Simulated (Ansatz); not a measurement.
# CH7BSSi, SMILES B[SiH2]CS: a ladder of methods at one geometry

Program: Ansatz 0.2.0, Python API.

The script reads `ch7bssi.xyz`:
```text
11

B    -1.01070    1.81210   -0.02750
Si   -0.21830    0.32510    0.80220
C     0.42620   -0.81090   -0.52610
S     1.32160   -2.23280    0.27360
H    -1.96470    1.68910   -0.79510
H    -0.66030    2.96250    0.17870
H     0.91200    0.79130    1.66720
H    -1.16800   -0.37470    1.60870
H    -0.36840   -1.14000   -1.11930
H     1.20850   -0.26570   -1.10140
H     1.58740   -2.81310   -0.94040
```

Typed at the interpreter:
```pycon
>>> from dataclasses import dataclass
>>> import ansatz
>>> @dataclass(frozen=True)
... class RunConfig:
...     basis_set: str = "def2-SVP"
...
>>> settings = RunConfig()
>>> geometry = ansatz.Crystal.molecule_from_extxyz("ch7bssi.xyz")
>>> base = geometry.calculation().basis(gaussian=settings.basis_set)
>>> methods = ["mp2", "ccsd", "ccsd_t"]
>>> reports = [base.correlation(m).run(threads=1).report for m in methods]
>>> print(f"Hartree-Fock reference {reports[0]['reference_energy_ev'] / 27.211386246:.6f} Ha")
Hartree-Fock reference -752.765852 Ha
>>> best = reports[-1]["free_energy_ev"] - reports[-1]["reference_energy_ev"]
>>> for method, each in zip(methods, reports):
...     gained = each["free_energy_ev"] - each["reference_energy_ev"]
...     print(f"{method:8s} total {each['free_energy_ev'] / 27.211386246:.6f} Ha  correlation {gained:9.4f} eV  ({100 * gained / best:.1f} % of the last)")
...
mp2      total -753.224574 Ha  correlation  -12.4824 eV  (84.8 % of the last)
ccsd     total -753.291940 Ha  correlation  -14.3156 eV  (97.3 % of the last)
ccsd_t   total -753.306764 Ha  correlation  -14.7190 eV  (100.0 % of the last)
```

Notes:
- Total energies depend on the basis set; only differences at equal settings carry meaning.
- The geometry is a force-field or estimated start, not a minimum of this method, and the basis set is short of its limit. A lower total doesn't mark the better method: functionals have no common bound, and MP2 and coupled cluster aren't variational.
- Inner cores stay frozen, so this is valence correlation.
- It ran for 16 s on 1 thread of Arm Neoverse V1, on a shared host, peak memory 0.43 GiB.
